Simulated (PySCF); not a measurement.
**GePb+: bond curves at several levels of theory**

Aim: find the lowest electronic state of GePb+, scan its bond at several levels of theory, and get bond length, wavenumber and dissociation energy from each curve.

Computed with PySCF 2.14.0. Level: Ge cc-pVDZ-PP with ECP10, Pb cc-pVDZ-PP with ECP60, scalar-relativistic core potentials.

## 1. The job

The job is set up so:

```yaml
atoms: Ge, Pb
charge: 1
basis: Ge cc-pVDZ-PP with ECP10, Pb cc-pVDZ-PP with ECP60
Hamiltonian: scalar-relativistic core potentials
basis_functions: 46
electrons_treated: 43
masses_in_u: 73.9212, 207.9766
levels: PBE0, PBE, r²SCAN, B3LYP, revPBE, M06-L, CAM-B3LYP, HF, MP2, SCS-MP2, CCSD, CCSD(T)
grid: 80 radial by 434 angular points
occupations: held fixed by the projection of orbital angular momentum
dissociation_limit: Ge + Pb+, each in its ground configuration
starting_distance_in_angstrom: 2.655
values_of_2S_to_try: 1, 3
```

The run is started by

```sh
OMP_NUM_THREADS=1 python dia.py task.json out
```

After this run come: PBE0 along the bond; Excited determinants; PBE (GGA); r²SCAN; B3LYP; revPBE (GGA); M06-L (meta-GGA); CAM-B3LYP (range-separated hybrid); UHF (mean field); Adding correlation.

What does the calculation give? Wanted: for each run, Re; ωe; De; μ.

As calculated:

Lowest PBE0 solution found, without spin–orbit coupling: ⁴Σ⁻ (quartet), unpaired electrons σ ↑, π ↑↑. State 2 has its PBE0 minimum 0.36 eV higher. State 3 has its PBE0 minimum 0.43 eV higher, as a spin-mixed determinant (⟨S²⟩ = 1.76), so this is no gap between pure states. State 4 has its PBE0 minimum 0.44 eV higher, as a spin-mixed determinant (⟨S²⟩ = 1.76), so this is no gap between pure states. The other levels ran on the lowest alone.

| level | Re (Å) | ωe (cm⁻¹) | De (eV) | μ (D) |
| --- | --- | --- | --- | --- |
| UHF | 2.666 | 200.4 | 1.21 | -0.36 |
| UHF-MP2 | 2.668 | 196.0 | 2.10 | n/a |
| UHF-SCS-MP2 | 2.649 | 205.7 | 1.78 | n/a |
| UHF-CCSD | 2.693 | 186.8 | 1.97 | n/a |
| UHF-CCSD(T) | 2.705 | 180.7 | 2.10 | n/a |
| PBE | 2.729 | 169.9 | 2.73 | -1.17 |
| revPBE | 2.747 | 165.7 | 2.55 | -1.12 |
| r²SCAN | 2.688 | 181.0 | 2.62 | -0.99 |
| M06-L | 2.718 | 174.7 | 2.59 | -0.85 |
| B3LYP | 2.724 | 173.1 | 2.38 | -1.18 |
| PBE0 | 2.679 | 186.5 | 2.46 | -0.98 |
| CAM-B3LYP | 2.665 | 192.8 | 2.16 | -1.06 |

De is counted to Ge + Pb+ in their ground configurations. A positive dipole points from Ge to Pb; in an ion it is taken about the centre of mass and does not tell which atom is negative.

Differences from CCSD(T) in the same basis:

| level | Re (mÅ) | ωe (%) |
| --- | --- | --- |
| UHF | -39 | +10.9 |
| UHF-MP2 | -37 | +8.5 |
| UHF-SCS-MP2 | -56 | +13.8 |
| UHF-CCSD | -12 | +3.4 |
| PBE | +24 | -6.0 |
| revPBE | +42 | -8.3 |
| r²SCAN | -18 | +0.1 |
| M06-L | +13 | -3.3 |
| B3LYP | +19 | -4.2 |
| PBE0 | -26 | +3.2 |
| CAM-B3LYP | -40 | +6.7 |

What this shows: Against CCSD(T) in the same basis, the bond length is nearest at UHF-CCSD (-12 mÅ) and farthest at UHF-SCS-MP2 (-56 mÅ); the wavenumber is nearest at r²SCAN (+0.1 %) and farthest at UHF-SCS-MP2 (+13.8 %). Hartree–Fock falls on the short and stiff side, its usual fault. PBE gives a bond that is too long and too soft, as GGAs tend to. CCSD(T) in a basis this small is itself some way from its limit, more so than the functionals. Of the levels with a De here, UHF gives the least (1.21 eV) and PBE the most (2.73 eV).

Correlated steps freeze 8 core orbitals. These are scalar-relativistic numbers at best; spin–orbit coupling would shift them, the dissociation energy most. With spin–orbit coupling the term label itself may not hold.
